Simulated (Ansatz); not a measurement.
# VH2: the crystal squeezed far

Aim: compress VH2 step by step, far beyond the usual range, and follow pressure and electronic structure. Methods of the runs shown: PAW. Its runs: atoms relaxed at the given volume (PAW); volume scaled by 1 (PAW); atoms relaxed at 0.7 of the volume (PAW); volume scaled by 0.7 (PAW); atoms relaxed at 0.55 of the volume (PAW); volume scaled by 0.55 (PAW); atoms relaxed at 0.5 of the volume (PAW); volume scaled by 0.5 (PAW).

Method: DFT, LDA, PAW with Ansatz's default frozen-core files, scalar-relativistic, in Ansatz 0.2.0.

2 further runs of the same task are left out: 2 that didn't finish.

### 1 The starting structure

It takes space group Fm-3m (No. 225, cubic). Conventional cell: a = 4.271 Å, b = 4.271 Å, c = 4.271 Å, α = 90.00°, β = 90.00°, γ = 90.00°. Around V (site symmetry m-3m) lie 8 H at 1.85 Å. H (site symmetry -43m) is surrounded by 4 V at 1.85 Å.

Coordinates:

```xyz
3
Lattice="0.0000 2.1355 2.1355 2.1355 0.0000 2.1355 2.1355 2.1355 0.0000" Properties=species:S:1:pos:R:3 pbc="T T T"
V     0.0000    0.0000    0.0000
H     1.0677    1.0677    1.0677
H     3.2032    3.2032    3.2032
```

Whether this phase is the stable one at these pressures isn't tested.

Atoms are numbered in the order of the input: V1, H2, H3.

### 2 Atoms relaxed at the given volume, PAW

input.yaml

```yaml
crystal:
  lattice:
    - [0.0, 2.1355, 2.1355]
    - [2.1355, 0.0, 2.1355]
    - [2.1355, 2.1355, 0.0]
  atoms:
    - { symbol: V, position: [0.0, 0.0, 0.0], spin: 1.5 }
    - { symbol: H, position: [0.25, 0.25, 0.25] }
    - { symbol: H, position: [0.75, 0.75, 0.75] }
magnetization:
  spin_polarized: true
kpoints:
  mp_grid: { grid: [15, 15, 15] }
scf:
  occupations: { method: fermi_dirac, width: 0.05 }
hamiltonian:
  xc: lda
  pseudopotentials: { kind: paw }
output:
  forces: true
  stress: true
relax:
  f_tol: 0.01
  max_steps: 30
```

Started as:

```bash
ansatz run input.yaml --threads 1 --pin off --max-ram 3072MiB --backend cpu --events-out ev --progress --plain --runs-dir out
```

Further steps of the session: Volume scaled by 1, PAW; Atoms relaxed at 0.7 of the volume, PAW; Volume scaled by 0.7, PAW; Atoms relaxed at 0.55 of the volume, PAW; Volume scaled by 0.55, PAW; Atoms relaxed at 0.5 of the volume, PAW; Volume scaled by 0.5, PAW.

What does the calculation give? Wanted: PAW pressure at 0.5 of the volume; fitted bulk modulus at zero pressure.

The runs gave:

| quantity | value |
| --- | --- |
| PAW pressure at 0.5 of the volume | 385.0 GPa |
| fitted bulk modulus at zero pressure (PAW) | 201 GPa |
| its pressure derivative | 3.92 |

By PAW the pressure climbs to 385 GPa at 0.5 of the first volume. One third-order Birch-Murnaghan curve follows these points (B₀ = 201 GPa, B′ = 3.92, misfit at most 0.42 GPa). A fit over so wide a range leans to the high pressures, so B₀ can be off by several per cent. No all-electron run checks these rows here, and frozen cores can fail under such compression. The ions are at rest, and the electrons smeared by 0.05 eV.
